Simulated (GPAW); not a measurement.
The system is GaGe3.

```
Ge Ga
1.0
     0.00000    3.38717    3.38717
     3.38717    0.00000    3.38717
     3.38717    3.38717    0.00000
Ge Ga
3 1
Direct
  0.50000 0.50000 0.50000
  0.75000 0.75000 0.75000
  0.25000 0.25000 0.25000
  0.00000 0.00000 0.00000
```

The cell comes from a database or a generator and needn't be the stable form of this composition.

Base run:

* Program: GPAW 26.7.0
* Functional: PBE
* Potentials or basis: GPAW PAW data sets (gpaw-data 1.2.1)
* Cutoff: 600 eV
* Basis: pw
* k mesh: 7 × 7 × 7
* Occupations: gaussian, width 0.1 eV
* Spin: no spin polarisation

Its results: pressure -0.8 GPa.

Problem. The run is repeated on the same cell with these changes: functional from PBE to r2SCAN; occupations from gaussian, width 0.1 eV to fermi-dirac, width 0.05 eV. What comes out?

Solution. Pressure -3.0 GPa.

Caveats: the PAW data sets were made with another functional, which shifts forces and pressure a little (some runs).

Not every run made on this cell is shown here.
